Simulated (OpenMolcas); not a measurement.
# V³⁺ among point charges: CASSCF and CASPT2 levels and susceptibility

Aim: the splitting of the states of V³⁺ in the field of 5 point charges, its lowest levels with spin-orbit coupling and its magnetic susceptibility.

Method: state-averaged CASSCF and CASPT2, spin-orbit coupling by RASSI with atomic mean-field integrals. Code: OpenMolcas 26.06.

## (1) Starting point

```
Species                           : V³⁺ (vanadium, Z = 23, 20 electrons)
Basis                             : ANO-RCC-VTZP [6s5p3d2f1g], 59 functions
Scalar Hamiltonian                : DKH2, point nucleus
Inactive shells                   : 1s 2s 2p 3s 3p
Active space                      : 2 electrons in 5 orbitals (3d)
Some configurations of this space : 3d²
Orbitals                          : optimised for each spin and parity, averaged over all roots
```

The outer shells:

3d2
```
3d [↑ ][↑ ][  ][  ][  ]
```

The ion sits among 5 point charges of -1.5 e arranged as a trigonal bipyramid (D3h), 2.15 Å from the ion, with the axial distance 2.236 Å.

Each step is its own input file, run in one work folder so that later steps find the files of earlier ones. Labels, J, g values, rates, χT and fits are worked out afterwards by a script from the matrices that RASSI stores.

## (2) Basis and integrals

Contents of a.inp:

```
&GATEWAY
Coord
1

V 0.0 0.0 0.0
Basis=ANO-RCC-VTZP
Group=NoSym
NoMove
AngMom=0.0 0.0 0.0
AMFI
XField
5 Angstrom 0
2.150000 0.000000 0.000000 -1.500000
-1.075000 1.861955 0.000000 -1.500000
-1.075000 -1.861955 0.000000 -1.500000
0.000000 0.000000 2.236000 -1.500000
0.000000 0.000000 -2.236000 -1.500000
&SEWARD
```

Launch:

```sh
OMP_NUM_THREADS=1 MOLCAS_MEM=1689 MOLCAS_PROJECT=a pymolcas a.inp > a.log
```

## (3) Reference wave functions, triplets, 10 roots

Contents of a.inp:

```
&RASSCF
FileOrb=start.orb
Symmetry=1
Spin=3
nActEl=2 0 0
Inactive=9
Ras2=5
CIRoot=10 10 1
SDav=10
CIMx=300
Iter=120 100
PrWF=0.3
OrbListing=Nothing
MaxOrb=0
>>> COPY $Project.JobIph JOB001
```

start.orb holds the contracted functions of the basis, ordered by shell, or the orbitals of the step before.

## (4) CASSCF: singlets, 15 roots

Contents of a.inp:

```
&RASSCF
FileOrb=start.orb
Symmetry=1
Spin=1
nActEl=2 0 0
Inactive=9
Ras2=5
CIRoot=15 15 1
SDav=15
CIMx=300
Iter=120 100
PrWF=0.3
OrbListing=Nothing
MaxOrb=0
>>> COPY $Project.JobIph JOB002
```

## (5) State interaction with spin-orbit coupling

Contents of a.inp:

```
&RASSI
NrOfJobIphs=2 10 15
1 2 3 4 5 6 7 8 9 10
1 2 3 4 5 6 7 8 9 10 11 12 13 14 15
IphNames
JOB001
JOB002
EJob
SpinOrbit
DIPRint=1.0
SOCoupling=1000.0
Subsets=2
Property=9
'ANGMOM' 1 'ANGMOM' 2 'ANGMOM' 3 'MLTPL  1' 1 'MLTPL  1' 2 'MLTPL  1' 3
'AMFI' 1 'AMFI' 2 'AMFI' 3
SOProperty=3
'ANGMOM' 1 'ANGMOM' 2 'ANGMOM' 3
```

## (6) CASPT2: IPEA 0.25, imaginary shift 0.1 (closed shells correlated: 3s 3p)

Contents of a.inp:

```
>>> COPY JOB001 $Project.JobIph
&CASPT2
Multistate=10 1 2 3 4 5 6 7 8 9 10
NoMult
Frozen=5
IPEA=0.25
Imaginary=0.1
MaxIter=60
WThr=0.0 0.3 0.05
PrWF=0.5
NoMix
>>> COPY JOB002 $Project.JobIph
&CASPT2
Multistate=15 1 2 3 4 5 6 7 8 9 10 11 12 13 14 15
NoMult
Frozen=5
IPEA=0.25
Imaginary=0.1
MaxIter=60
WThr=0.0 0.3 0.05
PrWF=0.5
NoMix
```

(Steps that only read results are left out.)

**Question.** What will these runs give? Wanted: spin-free ground state; first state of the same spin within the active space; lowest level; next level.

The runs gave:

| quantity | value |
| --- | --- |
| method | SS-CASPT2, IPEA 0.25, imaginary shift 0.1 (closed shells correlated: 3s 3p) |
| spin-free ground state | 3A1, 1-fold in its orbital part |
| first state of the same spin within the active space | 3A2 at 0.367 cm⁻¹ |
| lowest level | 2-fold E, g = 0.00, 0.00, 1.99 |
| next level | 320.9 cm⁻¹ |
| χT at 300 K | 0.89 cm³ K/mol |
| effective moment at 300 K | 2.67 μB |

Cost by method:

```
                                              method  time of its own steps  time with the reference
                                           A. CASSCF                  4.9 s                    4.9 s
B. SS-CASPT2, IPEA 0.25, imaginary shift 0.1, +3s 3p                  4.7 s                    9.6 s
```

Times are of one thread on a shared host.

In words: The spin-free ground state (3A1) comes to 100 % from free-ion F terms and keeps the highest spin of the shell. χT at 300 K is 0.89, against 1.00 cm³ K/mol for the spin alone, so spin-orbit coupling lowers it. CASPT2 does not keep the components of a term degenerate, and the means are used. The field of point charges can differ much from that of real complexes. This is an electrostatic model: the charges have no orbitals.
